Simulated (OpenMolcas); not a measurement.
# r2SCAN50/ANO-XS-VDZ (DKH2, Cholesky decomposition, C-PCM dichloroethane) run of B2H4F2 (diborane 1,2-di F), part 2 of 2

OpenMolcas 26.06.

## (3) The distorted shape at the same level

Input file test.input:

```
&GATEWAY
BasisSet
B.ANO-XS-VDZ....
B1 0.848447 0.096932 0.191573 angstrom
B5 -0.931121 -0.031022 -0.159660 angstrom
End of Basis
BasisSet
F.ANO-XS-VDZ....
F2 1.587620 -0.784873 0.776538 angstrom
F6 -1.444081 -1.279699 0.069759 angstrom
End of Basis
BasisSet
H.ANO-XS-VDZ....
H3 1.404349 1.124400 0.065840 angstrom
H4 -0.233938 0.519756 0.719655 angstrom
H7 -1.403627 0.649756 -0.813480 angstrom
H8 0.376790 -0.378015 -1.000380 angstrom
End of Basis
RF-Input
PCM-Model
Solvent=dichloroethane
Conductor
End of RF-Input
&SEWARD
High
Relativistic
R02E00
&SCF
KSDFT
HYB_MGGA_XC_R2SCAN50
PrOrbitals
1 1
```

On the command line:

```
$ export MOLCAS_MEM=1860
$ pymolcas test.input > test.log
```

What it wrote:

```text
--- Start Module: gateway ---

                                              &GATEWAY

                       available to each process: 1.9 GB of memory, 1 thread

++    Symmetry information:
      ---------------------

                    Character Table for C1

                             E
                    a        1  x, y, xy, Rz, z, xz, Ry, yz, Rx, I
--

++    Basis set information:
      ----------------------

      Basis set label: B.ANO-XS...3S2P.

      Electronic valence basis set:
      ------------------
      Associated Effective Charge   5.000000 au
      Associated Actual Charge      5.000000 au
      Nuclear Model: Finite nucleus - Gaussian distribution
        Gaussian exponent, Xi/bohr**(-2):  7.11787E+08

      Shell  nPrim  nBasis  Cartesian Spherical Contaminant
         s       8       3        X
         p       4       2        X

      Basis set label: F.ANO-XS...3S2P.

      Electronic valence basis set:
      ------------------
      Associated Effective Charge   9.000000 au
      Associated Actual Charge      9.000000 au
      Nuclear Model: Finite nucleus - Gaussian distribution
        Gaussian exponent, Xi/bohr**(-2):  5.35469E+08

      Shell  nPrim  nBasis  Cartesian Spherical Contaminant
         s       8       3        X
         p       4       2        X

      Basis set label: H.ANO-XS...2S.

      Electronic valence basis set:
      ------------------
      Associated Effective Charge   1.000000 au
      Associated Actual Charge      1.000000 au
      Nuclear Model: Finite nucleus - Gaussian distribution
        Gaussian exponent, Xi/bohr**(-2):  2.12482E+09

      Shell  nPrim  nBasis  Cartesian Spherical Contaminant
         s       4       2        X
--

++    Molecular structure info:
      -------------------------

                    ************************************************
                    **** Cartesian Coordinates / bohr, angstrom ****
                    ************************************************

     Center  Label                x              y              z                     x              y              z
        1      B1               1.603332       0.183175       0.362021              0.848447       0.096932       0.191573
        2      B5              -1.759564      -0.058623      -0.301714             -0.931121      -0.031022      -0.159660
        3      F2               3.000167      -1.483195       1.467444              1.587620      -0.784873       0.776538
        4      F6              -2.728918      -2.418281       0.131825             -1.444081      -1.279699       0.069759
        5      H3               2.653835       2.124808       0.124420              1.404349       1.124400       0.065840
        6      H4              -0.442079       0.982196       1.359951             -0.233938       0.519756       0.719655
        7      H7              -2.652471       1.227861      -1.537254             -1.403627       0.649756      -0.813480
        8      H8               0.712030      -0.714345      -1.890444              0.376790      -0.378015      -1.000380

                    ***************************************
                    *    InterNuclear Distances / bohr    *
                    ***************************************

               1 B1            2 B5            3 F2            4 F6            5 H3            6 H4
    1 B1       0.000000
    2 B5       3.436289        0.000000
    3 F2       2.439241        5.273932        0.000000
    4 F6       5.058552        2.587583        5.956566        0.000000
    5 H3       2.220349        4.942373        3.865404        7.043702        0.000000
    6 H4       2.412055        2.362245        4.235418        4.277987        3.523745        0.000000
    7 H7       4.776031        1.994714        6.952003        4.010738        5.632278        3.652394
    8 H8       2.583323        3.010450        4.135470        4.339711        3.986361        3.843864

               7 H7            8 H8
    7 H7       0.000000
    8 H8       3.900868        0.000000

                    *******************************************
                    *    InterNuclear Distances / angstrom    *
                    *******************************************

               1 B1            2 B5            3 F2            4 F6            5 H3            6 H4
    1 B1       0.000000
    2 B5       1.818406        0.000000
    3 F2       1.290791        2.790845        0.000000
    4 F6       2.676871        1.369290        3.152079        0.000000
    5 H3       1.174958        2.615391        2.045484        3.727366        0.000000
    6 H4       1.276404        1.250046        2.241287        2.263813        1.864686        0.000000
    7 H7       2.527367        1.055557        3.678842        2.122391        2.980473        1.932764
    8 H8       1.367036        1.593062        2.188397        2.296476        2.109491        2.034085

               7 H7            8 H8
    7 H7       0.000000
    8 H8       2.064250        0.000000

                    **************************************
                    *    Valence Bond Angles / degree    *
                    **************************************
                          Atom centers                 Phi
                      3 F2       1 B1       5 H3       112.02
                      3 F2       1 B1       6 H4       121.63
                      3 F2       1 B1       8 H8       110.82
                      5 H3       1 B1       6 H4        98.96
                      5 H3       1 B1       8 H8       111.95
                      6 H4       1 B1       8 H8       100.56
                      4 F6       2 B5       6 H4       119.53
                      4 F6       2 B5       7 H7       121.62
                      6 H4       2 B5       7 H7       113.65
                      1 B1       6 H4       2 B5        92.06

           ***************************************************************
           *              Valence Dihedral Angles / degree               *
           ***************************************************************
                    Atom centers                       Phi1     Phi2     Theta
           2 B5       6 H4       1 B1       3 F2         92.06   121.63  -111.97
           2 B5       6 H4       1 B1       5 H3         92.06    98.96   125.15
           2 B5       6 H4       1 B1       8 H8         92.06   100.56    10.67
           1 B1       6 H4       2 B5       4 F6         92.06   119.53    94.43
           1 B1       6 H4       2 B5       7 H7         92.06   113.65  -110.63
--

            Nuclear Potential Energy            105.87023871 au

--- Stop Module: gateway /rc=_RC_ALL_IS_WELL_ ---

--- Start Module: seward ---

                                              &SEWARD

                       available to each process: 1.9 GB of memory, 1 thread

               SEWARD will generate:
                  Multipole Moment integrals up to order  2
                  Kinetic Energy integrals
                  Nuclear Attraction integrals (finite nuclei - Gaussian type)
                  One-Electron Hamiltonian integrals
                  Velocity integrals
                  Relativistic Douglas-Kroll-Hess integrals:
                    - Parametrization         : EXP
                    - DKH order of Hamiltonian: 2
                    - DKH order of Properties : 0
                         - multipole moment operators
                         - electric potential operators
                         - contact operators
                  Reaction Field integrals (PCM)
                  Orbital angular momentum around (  0.0579  -1.0789   0.4542 )
                  Velocity quadrupole around (  0.0579  -1.0789   0.4542 )
                  Cholesky decomposed two-electron repulsion integrals
                   - CD Threshold:   1.00E-08

                   Integrals are discarded if absolute value <: 1.00E-40
                   Integral cutoff threshold is set to       <: 1.00E-40

            Nuclear Potential Energy            105.87023871 au

      Basis set specifications :
      Symmetry species         a
      Basis functions           44

--- Stop Module: seward /rc=_RC_ALL_IS_WELL_ ---

--- Start Module: scf ---

                                                &SCF

                       available to each process: 1.9 GB of memory, 1 thread

++    Input section:
      --------------

      Header of the integral files:

      Cartesian coordinates in angstrom:
      -----------------------------------------------------
      No.  Label        X            Y            Z
      -----------------------------------------------------
       1   B1         0.84844700   0.09693200   0.19157300
       2   B5        -0.93112100  -0.03102200  -0.15966000
       3   F2         1.58762000  -0.78487300   0.77653800
       4   F6        -1.44408100  -1.27969900   0.06975900
       5   H3         1.40434900   1.12440000   0.06584000
       6   H4        -0.23393800   0.51975600   0.71965500
       7   H7        -1.40362700   0.64975600  -0.81348000
       8   H8         0.37679000  -0.37801500  -1.00038000
      -----------------------------------------------------
      Nuclear repulsion energy =  105.87023871
--

++    Orbital specifications:
      -----------------------

      Symmetry species               1
                                     a
      Frozen orbitals                0
      Occupied orbitals             16
      Secondary orbitals            28
      Deleted orbitals               0
      Total number of orbitals      44
      Number of basis functions     44
--

      Molecular charge                           0.000

      Polarizable Continuum Model (PCM) activated
      Solvent: dichloroethane
      Version: Conductor
      Average area for surface element on the cavity boundary: 0.4000 angstrom^2
      Minimum radius for added spheres: 0.2000 angstrom
      Calculation type: equilibrium

      Numerical integration parameters
      --------------------------------
      Radial quadrature type:                         MHL
      Size of radial grid:                            75
      Lebedev angular grid:                           29
      Angular grid pruned with the crowding factor:  3.00E+00
                                 and fading factor:  6.00E+00
      Screening threshold for integral computation:   1.00E-11
      Radial quadrature accuracy:                     1.00E-25
      Maximum batch size:                             128
      AO values are stored on disk
      The same grid will be used for all iterations.

      DFT functional specifications
      -----------------------------
      Using Libxc version: 6.2.2
      Please cite the following reference:
      S. Lehtola, C. Steigemann, M. J.T. Oliveira, and M. A.L. Marques.,  SoftwareX 7, 1–5 (2018) doi:10.1016/j.softx.2017.11.002

      * r2SCAN50: r2SCAN hybrid like PBE50 with 50% exact exchange

++    Optimization specifications:
      ----------------------------

      SCF Algorithm: LK-Cholesky
      LK screening threshold:                     4.50E-02
      Local-Exchange (LK) algorithm.
       - the density matrix is decomposed
      The actual AO density is used
      Number of density matrices in core                 5
      Maximum number of NDDO SCF iterations            400
      Maximum number of HF SCF iterations              400
      Threshold for SCF energy change             1.00E-09
      Threshold for density matrix                1.00E-04
      Threshold for Fock matrix                   1.50E-04
      Threshold for linear dependence             1.00E-09
      Threshold at which DIIS is turned on        1.50E-01
      Maximum depth in the DIIS procedure                5
      Maximum depth in the BFGS Hessian update          30
      Threshold at which QNR/C2DIIS is turned on  7.50E-02
      Threshold for Norm(delta) (QNR/C2DIIS)      1.00E-03
      All orbitals punched on: SCFORB
--

      Input vectors read from INPORB
      Orbital file label: *Guess orbitals

++ Convergence information
                                   [...]      iterations: Energy and convergence statistics

Iter     Tot. [...]      One-elec.       Two-elec.     Energy      Max Dij or  Max Fij      DNorm      TNorm      AccCon     Time
         Energy          Energy          Energy        Change      Delta Norm                                                in Sec.
   1  -251.152442361  -385.028826309   121.300371791   0.00E+00    5.09E-01*   1.43E-01*    7.54E+00   4.43E+01   None         1.
   2  -251.445398659  -383.017262789   118.995851973  -2.93E-01*   2.60E-01*   1.51E-01*    8.25E+00   4.39E+01   EDIIS        0.
   3  -251.698213154  -389.250346660   124.976121349  -2.53E-01*   9.11E-02*   6.46E-02*    7.78E+00   4.50E+01   EDIIS        0.
   4  -251.751364234  -384.688931290   120.361554898  -5.32E-02*   1.72E-02*   2.95E-02*    7.99E+00   4.42E+01   c2DIIS       0.
   5  -251.779708046  -386.567170134   122.211449931  -2.83E-02*   4.91E-03*   1.58E-03*    7.90E+00   4.45E+01   QNRc2DIIS    0.
   6  -251.779734502  -386.510935380   122.155188721  -2.65E-05*   1.99E-03*   1.39E-03*    7.90E+00   4.45E+01   QNRc2DIIS    0.
   7  -251.779747082  -386.527661401   122.171902162  -1.26E-05*   5.64E-04    1.53E-04*    7.90E+00   4.45E+01   QNRc2DIIS    0.
   8  -251.779747642  -386.533232447   122.177472649  -5.59E-07*   1.40E-04    3.75E-05     7.90E+00   4.45E+01   QNRc2DIIS    0.
   9  -251.779747681  -386.532264361   122.176504523  -3.91E-08*   2.59E-05    9.23E-06     7.90E+00   4.45E+01   QNRc2DIIS    0.
  10  -251.779747681  -386.531732400   122.175972562  -4.58E-10    9.79E-06    8.49E-06     7.90E+00   4.45E+01   QNRc2DIIS    0.

       Convergence after  10 Iterations
--

 *****************************************************************************************************************************
 *                                             SCF/KS-DFT Program, Final results                                             *
 *                                                       Final Results                                                       *
 *****************************************************************************************************************************

::    Total KS-DFT energy                            -251.7797476813
      One-electron energy                            -386.5317324000
      Two-electron energy                             122.1759725616
      Nuclear repulsion energy                         12.5760121570
      Kinetic energy (interpolated)                   252.2776598917
      Virial theorem                                    0.9980263325
      Total spin, S(S+1)                                0.0000000000
      Total spin, S                                     0.0000000000
      Max non-diagonal density matrix element           0.0000049386
      Max non-diagonal Fock matrix element              0.0000039242

      All orbitals with orbital energies smaller than  E(LUMO)+0.5 are printed

++    Molecular orbitals:
      -------------------

      Title: RKS-DFT orbitals

      Molecular orbitals for symmetry species 1: a

          Orbital            1         2         3         4         5         6         7         8         9        10
          Energy          -25.4309  -25.4295   -7.2278   -7.2079   -1.4236   -1.4013   -0.7840   -0.6523   -0.6141   -0.5951
          Occ. No.          2.0000    2.0000    2.0000    2.0000    2.0000    2.0000    2.0000    2.0000    2.0000    2.0000

          Orbital           11        12        13        14        15        16        17        18        19        20
          Energy           -0.5873   -0.5644   -0.5520   -0.4783   -0.4296   -0.4009    0.0263    0.1003    0.1700    0.2196
          Occ. No.          2.0000    2.0000    2.0000    2.0000    2.0000    2.0000    0.0000    0.0000    0.0000    0.0000

          Orbital           21        22        23        24        25        26        27        28
          Energy            0.2347    0.2481    0.2814    0.3293    0.3507    0.3646    0.4015    0.4998
          Occ. No.          0.0000    0.0000    0.0000    0.0000    0.0000    0.0000    0.0000    0.0000

--

++    Molecular charges:
      ------------------

      Mulliken charges per centre and basis function type
      ---------------------------------------------------

                B1      B5      F2      F6      H3      H4      H7      H8
      1s       1.9980  1.9976  1.9993  1.9994  0.9107  0.9250  0.7651  0.9492
      2s       0.9975  1.0120  1.9103  1.9292 -0.0135 -0.0357  0.0050 -0.0256
      2px      0.5671  0.5726  1.7858  1.8763  0.0000  0.0000  0.0000  0.0000
      2pz      0.5272  0.6354  1.8329  1.8970  0.0000  0.0000  0.0000  0.0000
      2py      0.7336  0.5609  1.7759  1.6564  0.0000  0.0000  0.0000  0.0000
      3s       0.0321  0.0215 -0.0049 -0.0037  0.0000  0.0000  0.0000  0.0000
      3px      0.0573  0.0257 -0.0066 -0.0058  0.0000  0.0000  0.0000  0.0000
      3pz      0.0093  0.0010 -0.0058 -0.0052  0.0000  0.0000  0.0000  0.0000
      3py      0.0646  0.0919 -0.0088 -0.0070  0.0000  0.0000  0.0000  0.0000
      Total    4.9868  4.9186  9.2780  9.3365  0.8971  0.8893  0.7701  0.9236

      N-E      0.0132  0.0814 -0.2780 -0.3365  0.1029  0.1107  0.2299  0.0764

      Total electronic charge=   32.000000

      Total            charge=   -0.000000
--

++    Static properties:
      ------------------

      LoProp Charges per center

                   B1       B5       F2       F6       H3       H4       H7       H8
      Nuclear      5.0000   5.0000   9.0000   9.0000   1.0000   1.0000   1.0000   1.0000
      Electronic  -4.9056  -4.7714  -9.3448  -9.3653  -0.9711  -0.8542  -0.9464  -0.8410

      Total        0.0944   0.2286  -0.3448  -0.3653   0.0289   0.1458   0.0536   0.1590
--

++    Natural Bond Order analysis
      ---------------------------
      Based on LoProp computed density
      -------------------------------------------------------------------------------------
      Atom A       Atom B       Bond Order
        B5           H7             0.808
      -------------------------------------------------------------------------------------
      NBO located      1.616 electrons involved in    1 bonds.
      NBO located      1.003 non-bonded electrons on atom B1
      NBO located      0.907 non-bonded electrons on atom B1
      NBO located      0.993 non-bonded electrons on atom B5
      NBO located      1.000 non-bonded electrons on atom F2
      NBO located      1.014 non-bonded electrons on atom F2
      NBO located      0.979 non-bonded electrons on atom F6
      NBO located      1.000 non-bonded electrons on atom F6
      The remaining    9.264 electrons are to be considered as diffuse
--

++    Molecular properties:
      ---------------------

      Charge (e):
                      =   -0.0000
      Dipole Moment (debye):
      Origin of the operator (angstrom)=    0.0306   -0.5709    0.2403
                   X= -9.6821E-01               Y=  2.6254E+00               Z= -7.7673E-01           Total=  2.9040E+00
      Quadrupole Moment (debye*angstrom):
      Origin of the operator (angstrom)=    0.0306   -0.5709    0.2403
                  XX= -2.8555E+01              XY= -2.2210E+00              XZ= -1.4440E+00              YY= -2.4492E+01
                  YZ=  7.9378E-01              ZZ= -2.2593E+01
      In traceless form (debye*angstrom)
                  XX= -5.0123E+00              XY= -3.3315E+00              XZ= -2.1660E+00              YY=  1.0816E+00
                  YZ=  1.1907E+00              ZZ=  3.9307E+00
--

--- Stop Module: scf /rc=_RC_ALL_IS_WELL_ ---
--- Module scf spent 5 seconds ---

.##################.
.# Happy landing! #.
.##################.

    Timing: Wall=6.56 User=5.46 System=1.10
```

Wall time 6.9 s (1 thread of Arm Neoverse V1, shared host).

## (4) Results

What follows sums up all 2 parts.

At r2SCAN50/ANO-XS-VDZ (DKH2, Cholesky decomposition, C-PCM dichloroethane):

```
                              quantity          value
             first shape: total energy  -251.80910 Eh
            first shape: dipole moment         2.74 D
              first shape: HOMO energy      -11.38 eV
              first shape: LUMO energy        0.93 eV
            first shape: HOMO–LUMO gap       12.31 eV
         distorted shape: total energy  -251.77975 Eh
        distorted shape: dipole moment         2.90 D
          distorted shape: HOMO energy      -10.91 eV
          distorted shape: LUMO energy        0.72 eV
        distorted shape: HOMO–LUMO gap       11.63 eV
energy change with the atoms displaced       0.799 eV
```

**Reading.** With the atoms displaced the energy rises by 0.80 eV (18.4 kcal/mol). The first shape isn't relaxed at this level, so the change isn't measured from a minimum. Mulliken charges (first shape) run from -0.31 on F6 to +0.14 on H3; they depend strongly on the basis. Mulliken charges (distorted shape) run from -0.34 on F6 to +0.23 on H7; they depend strongly on the basis.
